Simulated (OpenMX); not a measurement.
Runs of OpenMX 3.8.5 on CuF. The structure is tetragonal, space group P4/mmm (No. 123). The conventional cell has a = 2.520 Å, b = 2.520 Å, c = 3.417 Å, α = 90.00°, β = 90.00°, γ = 90.00°. Around Cu (site symmetry 4/mmm) lie 8 F at 2.47 Å and 4 Cu at 2.52 Å. F (site symmetry 4/mmm) is surrounded by 8 Cu at 2.47 Å and 4 F at 2.52 Å. The cell was built by a generator and needn't be a form met in nature.

```csv
cell,pressure (GPa)
"P4/mmm, 10.85 Å³/atom",1.7
"P4/mmm, 9.61 Å³/atom",(b)
"P4/mmm, 10.02 Å³/atom",12.1
"P4/mmm, 10.43 Å³/atom",6.3
"P4/mmm, 11.28 Å³/atom",(a)
```

Alike in all rows: task band structure; level PBE; potentials or basis OpenMX 2013 PBE set, Cu6.0H-s3p2d2, F6.0-s2p2d1, grid cutoff 500 Ry; no spin polarisation; k mesh 9 × 9 × 7; smearing fermi-dirac 0.05 eV.

Task: Estimate the missing entries.

Result: (a) -2.1; (b) 19.3.

Caveats: the basis of atomic orbitals isn't converged, which shifts pressures, moduli and gaps; the run has no spin polarisation, though such a crystal can be magnetic.
